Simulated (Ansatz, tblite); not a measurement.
# In14P13 wurtzite atom sphere (In₁₄P₁₃H₃₄−): which spin state is lowest

Is the singlet the ground state of In14P13 wurtzite atom sphere (In₁₄P₁₃H₃₄−)? Other spin states are computed and compared level by level.

Computed with Ansatz 0.2.0, Gaussian basis. Level: as each input shows.

Levels to be run: triplet, at the geometry of the singlet (GFN1-xTB, GFN2-xTB, PBE0-D4/def2-TZVP, PBE-D4/def2-TZVP); the singlet's energies come from earlier runs.

2 further runs of the same task are left out: 1 for a known fault of the program, 1 set aside as unsound or not needed. Runs told in other sessions of the task aren't counted.

## 1. The geometry

The singlet was relaxed beforehand with PBE-D4/def2-SVP.

61 atoms, charge -1, spin multiplicity 1.

Bond lengths: In1–P2 2.613 Å, In1–P10 2.613 Å, In1–H28 1.748 Å, In1–H29 1.773 Å, P2–In3 2.666 Å, P2–In5 2.534 Å, P2–H30 1.436 Å, In3–P7 2.638 Å, In3–H31 1.750 Å, In3–H32 1.736 Å, P4–In5 2.681 Å, P4–In13 2.590 Å, P4–H33 1.431 Å, P4–H34 1.431 Å, In5–P6 2.534 Å, In5–P15 2.547 Å, P6–In8 2.667 Å, P6–In9 2.613 Å and more. Angles: P2–In1–P10 96.4°, P2–In1–H28 111.6°, P2–In1–H29 106.1°, P10–In1–H28 111.6°, P10–In1–H29 106.1°, H28–In1–H29 121.9°, In1–P2–In3 130.6°, In1–P2–In5 105.7°, In1–P2–H30 104.6°, In3–P2–In5 107.9°, In3–P2–H30 104.5°, In5–P2–H30 99.3°, P2–In3–P7 97.3°, P2–In3–H31 102.6°, P2–In3–H32 108.4°, P7–In3–H31 105.4°, P7–In3–H32 112.5°, H31–In3–H32 126.5° and more.

In takes a core potential in the def2 sets. No spin-orbit coupling is included. The ion is computed in the gas phase, without counter-ions or solvent.

## 2. Triplet at the fixed geometry, GFN1-xTB

Tight binding, by tblite at 300 K electronic temperature and without a spin-polarisation term:

```python
tblite.interface.Calculator('GFN1-xTB', numbers, positions, charge=-1, uhf=2).singlepoint()
```

Energy -2035.1523 eV; 1.2 s.

## 3. Triplet at the fixed geometry, GFN2-xTB

Tight binding, by tblite at 300 K electronic temperature and without a spin-polarisation term:

```python
tblite.interface.Calculator('GFN2-xTB', numbers, positions, charge=-1, uhf=2).singlepoint()
```

Energy -1838.9534 eV; 1 s.

## 4. Triplet at the fixed geometry, PBE0-D4/def2-TZVP

Contents of in.yaml:

```yaml
crystal:
  periodic: [false, false, false]
  atoms:
    - {symbol: In, position_ang: [0.008215, -4.652844, -1.599107]}
    - {symbol: P, position_ang: [-1.942582, -3.670448, -0.164784]}
    - {symbol: In, position_ang: [-2.424322, -3.833258, 2.452246]}
    - {symbol: P, position_ang: [-1.987827, -1.151434, -3.517682]}
    - {symbol: In, position_ang: [-2.131751, -1.235479, -0.841888]}
    - {symbol: P, position_ang: [-4.147361, 0.141584, -0.160961]}
    - {symbol: P, position_ang: [-2.173381, -1.264807, 2.997361]}
    - {symbol: In, position_ang: [-4.519046, -0.186206, 2.459184]}
    - {symbol: In, position_ang: [-4.044035, 2.324412, -1.593983]}
    - {symbol: P, position_ang: [1.952233, -3.663166, -0.160876]}
    - {symbol: In, position_ang: [2.421905, -3.821235, 2.459282]}
    - {symbol: P, position_ang: [1.988966, -1.146293, -3.519062]}
    - {symbol: In, position_ang: [-0.001291, -0.009079, -4.725681]}
    - {symbol: In, position_ang: [2.134980, -1.229297, -0.843524]}
    - {symbol: P, position_ang: [0.000045, -0.002046, -0.193183]}
    - {symbol: P, position_ang: [2.183568, -1.250388, 2.995942]}
    - {symbol: In, position_ang: [0.000461, -0.000023, 2.400767]}
    - {symbol: P, position_ang: [-0.004499, 2.284928, -3.521102]}
    - {symbol: In, position_ang: [-0.003586, 2.459552, -0.845915]}
    - {symbol: P, position_ang: [-2.205880, 3.515798, -0.169003]}
    - {symbol: P, position_ang: [-0.006909, 2.515843, 2.994616]}
    - {symbol: In, position_ang: [-2.105566, 4.016868, 2.447307]}
    - {symbol: P, position_ang: [4.149082, 0.153546, -0.169260]}
    - {symbol: In, position_ang: [4.532481, -0.183131, 2.447538]}
    - {symbol: In, position_ang: [4.033730, 2.339151, -1.597345]}
    - {symbol: P, position_ang: [2.195001, 3.520599, -0.165222]}
    - {symbol: In, position_ang: [2.099344, 4.008052, 2.454181]}
    - {symbol: H, position_ang: [0.011310, -6.400967, -1.568928]}
    - {symbol: H, position_ang: [0.008229, -3.742092, -3.120130]}
    - {symbol: H, position_ang: [-3.136184, -4.175563, -0.782903]}
    - {symbol: H, position_ang: [-4.143611, -4.153211, 2.504178]}
    - {symbol: H, position_ang: [-1.173062, -4.791543, 3.179748]}
    - {symbol: H, position_ang: [-2.085702, -2.456967, -4.094348]}
    - {symbol: H, position_ang: [-3.163177, -0.569496, -4.089443]}
    - {symbol: H, position_ang: [-5.181909, -0.644157, -0.772674]}
    - {symbol: H, position_ang: [-2.134090, -1.244824, 4.433482]}
    - {symbol: H, position_ang: [-5.666330, -1.505410, 2.520800]}
    - {symbol: H, position_ang: [-4.708414, 1.380485, 3.182065]}
    - {symbol: H, position_ang: [-3.272635, 1.877005, -3.125657]}
    - {symbol: H, position_ang: [-5.559289, 3.195518, -1.540269]}
    - {symbol: H, position_ang: [3.149306, -4.166672, -0.773537]}
    - {symbol: H, position_ang: [1.159347, -4.768389, 3.181877]}
    - {symbol: H, position_ang: [4.138001, -4.155737, 2.519678]}
    - {symbol: H, position_ang: [2.092744, -2.450489, -4.097700]}
    - {symbol: H, position_ang: [3.161818, -0.558005, -4.089520]}
    - {symbol: H, position_ang: [-0.002201, -0.009665, -6.466537]}
    - {symbol: H, position_ang: [2.147796, -1.226506, 4.432110]}
    - {symbol: H, position_ang: [-1.094522, 3.012983, -4.094396]}
    - {symbol: H, position_ang: [1.079009, 3.019443, -4.098393]}
    - {symbol: H, position_ang: [-2.045539, 4.801541, -0.787895]}
    - {symbol: H, position_ang: [-0.008365, 2.473466, 4.430799]}
    - {symbol: H, position_ang: [-3.561246, 3.412130, 3.174415]}
    - {symbol: H, position_ang: [-1.524027, 5.666170, 2.499042]}
    - {symbol: H, position_ang: [5.183128, -0.628121, -0.787109]}
    - {symbol: H, position_ang: [5.669413, -1.512032, 2.497304]}
    - {symbol: H, position_ang: [4.737872, 1.379180, 3.175551]}
    - {symbol: H, position_ang: [3.261163, 1.888270, -3.127421]}
    - {symbol: H, position_ang: [5.546535, 3.214433, -1.547682]}
    - {symbol: H, position_ang: [2.030505, 4.808381, -0.778654]}
    - {symbol: H, position_ang: [3.551831, 3.388563, 3.175299]}
    - {symbol: H, position_ang: [1.530321, 5.661099, 2.517018]}
basis:
  gaussian: {orbitals: def2-TZVP, fitting: {mean_field: def2-universal-jkfit}}
total_charge: -1
magnetization: {spin_polarized: true, initial_magnetization: 2}
hamiltonian: {xc: pbe0, dispersion: d4}
scf: {omitted_lower_state_checks: [starts]}
output: {orbitals: {seedname: orbitals}}
```

Run with:

```console
$ ansatz run in.yaml --threads 11 --pin off --events-out ev --progress --plain --max-ram 174080MiB --backend cuda --devices 0, --max-vram 75GiB
```

The log of the run:

```text
Functional definition: PBE0
  name "PBE0"
  cite "Adamo & Barone, J. Chem. Phys. 110, 6158 (1999) doi:10.1063/1.478522"
  cite "Perdew, Burke & Ernzerhof, Phys. Rev. Lett. 77, 3865 (1996) doi:10.1103/PhysRevLett.77.3865"
  parent pbe
  parameter a = 0.25
  parameter kappa = 0.804
  parameter beta = 0.06672455060314922
  exchange = (1 - a)*pbe_x(kappa = kappa, mu = beta*pi^2/3) + a*exact_x
  correlation = pbe_c(beta = beta)
these checks for a lower state are left out or cut short: starts
5328 factors; integrals over basis functions are off by at most 6.2e-1 eV
mean field evaluation 1: about -193703.4346 eV, gradient 4.5e1 eV
mean field evaluation 2: about -193690.5763 eV, gradient 6.5e1 eV
mean field evaluation 4: about -193714.0115 eV, gradient 7.4e0 eV
mean field evaluation 8: about -193714.4206 eV, gradient 5.3e-1 eV
mean field evaluation 16: about -193714.4410 eV, gradient 3.9e-2 eV
mean field evaluation 32: about -193714.4475 eV, gradient 3.6e-5 eV
mean field -193714.44747782 eV, -7118.8746404415 hartree, gradient 2.9e-6 eV, S^2 2.006911; 0 other end points of the search recorded, 0 dependent functions left out
reference -193714.44762385 eV, -7118.8746458080 hartree; 263, 261 occupied and 1122, 1124 virtual orbitals, 5328 factors
Total energy: -193719.22426737 eV, -7119.0501842194 hartree
Checks for a lower state left out: starts
```

Wall time 80 s (1 × H100 with 11 threads of AMD EPYC 7R13, shared host); peak host memory 2.7 GiB.

Report: HOMO -0.82 eV, LUMO -3.40 eV (over both spins; with the spin held, an empty level of the minority spin lies below the top filled one); ⟨S²⟩ 2.007 (pure: 2.00).

## 5. Triplet at the fixed geometry, PBE-D4/def2-TZVP

start.molden holds the orbitals of an earlier run on this state, given as this run's starting guess.

in.yaml, as its differences from that of step 4:

```diff
@@ -65,6 +65,6 @@
 basis:
-  gaussian: {orbitals: def2-TZVP, fitting: {mean_field: def2-universal-jkfit}}
+  gaussian: {orbitals: def2-TZVP, fitting: {mean_field: def2-universal-jkfit}, initial_orbitals: start.molden}
 total_charge: -1
 magnetization: {spin_polarized: true, initial_magnetization: 2}
-hamiltonian: {xc: pbe0, dispersion: d4}
+hamiltonian: {xc: pbe, dispersion: d4}
 scf: {omitted_lower_state_checks: [starts]}
```

The command is unchanged.

The log of the run:

```text
Functional definition: PBE
  name "PBE"
  cite "Perdew, Burke & Ernzerhof, Phys. Rev. Lett. 77, 3865 (1996) doi:10.1103/PhysRevLett.77.3865"
  parent pbe
  parameter kappa = 0.804
  parameter beta = 0.06672455060314922
  exchange = pbe_x(kappa = kappa, mu = beta*pi^2/3)
  correlation = pbe_c(beta = beta)
these checks for a lower state are left out or cut short: starts
5328 factors; integrals over basis functions are off by at most 6.2e-1 eV
mean field evaluation 1: about -193702.3890 eV, gradient 2.0e1 eV
mean field evaluation 2: about -193703.4256 eV, gradient 1.4e0 eV
mean field evaluation 4: about -193703.5085 eV, gradient 4.0e-1 eV
mean field evaluation 8: about -193703.5516 eV, gradient 1.5e0 eV
mean field evaluation 16: about -193703.6018 eV, gradient 1.9e-5 eV
mean field -193703.60177801 eV, -7118.4760683249 hartree, gradient 2.1e-6 eV, S^2 2.001960; 0 other end points of the search recorded, 0 dependent functions left out
reference -193703.60197049 eV, -7118.4760753984 hartree; 263, 261 occupied and 1122, 1124 virtual orbitals, 5328 factors
Total energy: -193708.76099822 eV, -7118.6656661706 hartree
Checks for a lower state left out: starts
```

Wall time 26 s (1 × H100 with 11 threads of AMD EPYC 7R13, shared host); peak host memory 2.5 GiB.

HOMO -0.54 eV, LUMO -3.42 eV (over both spins; with the spin held, an empty level of the minority spin lies below the top filled one); ⟨S²⟩ 2.002 (pure: 2.00).

## 6. Triplet less singlet, vertical

The singlet's energies are those of its earlier runs, whose logs aren't repeated here.

| level | triplet less singlet, vertical (kcal/mol) | time |
| --- | --- | --- |
| GFN1-xTB | +64.2 | 2.1 s |
| GFN2-xTB | +54.5 | 1.9 s |
| PBE-D4/def2-TZVP | +66.4 | 37 s |
| PBE0-D4/def2-TZVP | +84.0 | 99 s |

Times add the two runs; a level without a time comes out of a correlated run. Tight binding without a spin term can't rank spin states.

## 7. Results

| quantity | value |
| --- | --- |
| triplet less singlet, vertical, functionals in def2-TZVP | +66.4 (PBE-D4) to +84.0 kcal/mol (PBE0-D4) |

What this shows: All functionals put the triplet above the singlet, over a spread of 17.6 kcal/mol. The checks for a lower triplet were left out, so another state of that spin may lie lower. These are electronic energies, without zero-point motion, entropy or surroundings.
